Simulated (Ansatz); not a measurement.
# CH3Cl2FMoOS: the cost of one run

The runs use Ansatz 0.2.0, Gaussian basis; the settings change from run to run.

**1. The molecule**

An earlier PBE0-D4 in a triple-zeta def2 set relaxation fixed the geometry. Mo takes a core potential in def2 sets; no spin-orbit term is included.

SMILES `C[O][Mo]([F])(=[S])([Cl])[Cl]`, 10 atoms, charge 0, spin multiplicity 1.

Atoms are counted from 1 here; the program's logs count them from 0.

Bond lengths: C1–O2 1.399 Å, C1–H8 1.096 Å, C1–H9 1.094 Å, C1–H10 1.091 Å, O2–Mo3 1.831 Å, Mo3–F4 1.860 Å, Mo3–S5 2.068 Å, Mo3–Cl6 2.283 Å, Mo3–Cl7 2.301 Å. Angles: O2–C1–H8 108.8°, O2–C1–H9 110.5°, O2–C1–H10 108.5°, H8–C1–H9 109.5°, H8–C1–H10 109.8°, H9–C1–H10 109.7°, C1–O2–Mo3 135.3°, O2–Mo3–F4 87.5°, O2–Mo3–S5 104.6°, O2–Mo3–Cl6 151.9°, O2–Mo3–Cl7 85.8°, F4–Mo3–S5 108.3°, F4–Mo3–Cl6 84.3°, F4–Mo3–Cl7 145.3°, S5–Mo3–Cl6 103.5°, S5–Mo3–Cl7 106.3°, Cl6–Mo3–Cl7 85.8°.

As a file:

```mol
CH3Cl2FMoOS
  3D, bonds by distance, orders not assigned

 10  9  0  0  0  0  0  0  0  0999 V2000
    0.4691   -1.6700   -0.1147 C   0  0
   -0.0631   -0.5025   -0.6728 O   0  0
   -0.4370    1.1806   -0.0565 Mo  0  0
   -2.0346    0.4955    0.6046 F   0  0
   -0.8551    2.2786   -1.7582 S   0  0
   -0.6598    2.7058    1.6281 Cl  0  0
    1.8282    1.3725    0.2968 Cl  0  0
    1.4955   -1.4685    0.2138 H   0  0
   -0.1314   -1.9939    0.7410 H   0  0
    0.4711   -2.4490   -0.8790 H   0  0
  1  2  8  0
  2  3  8  0
  3  4  8  0
  3  5  8  0
  3  6  8  0
  3  7  8  0
  1  8  8  0
  1  9  8  0
  1 10  8  0
M  END
```

**2. B3LYP/def2-mTZVPP**

This run has unrestricted orbitals, D3(BJ) dispersion, high accuracy.

Input file in.yaml:

```yaml
crystal:
  periodic: [false, false, false]
  atoms:
    - {symbol: C, position_ang: [0.469126, -1.670043, -0.114741]}
    - {symbol: O, position_ang: [-0.063077, -0.502502, -0.672814]}
    - {symbol: Mo, position_ang: [-0.436987, 1.180563, -0.056483]}
    - {symbol: F, position_ang: [-2.034553, 0.495470, 0.604571]}
    - {symbol: S, position_ang: [-0.855080, 2.278564, -1.758237]}
    - {symbol: Cl, position_ang: [-0.659777, 2.705817, 1.628080]}
    - {symbol: Cl, position_ang: [1.828227, 1.372454, 0.296758]}
    - {symbol: H, position_ang: [1.495500, -1.468546, 0.213781]}
    - {symbol: H, position_ang: [-0.131402, -1.993885, 0.740963]}
    - {symbol: H, position_ang: [0.471122, -2.448993, -0.878980]}
basis:
  gaussian: {orbitals: def2-mTZVPP}
magnetization: {spin_polarized: true, initial_magnetization: 0}
hamiltonian: {xc: {name: B3LYP}, dispersion: d3bj}
accuracy: high
output: {forces: true}
```

Run with:

```
> ansatz run in.yaml --threads 2 --pin off --events-out ev --progress --plain --max-ram 32768MiB --backend cpu
```

What time and memory should one allow on 2 threads of AMD EPYC 7R13, shared host?

About 42 s, with a peak of 1.9 GiB.
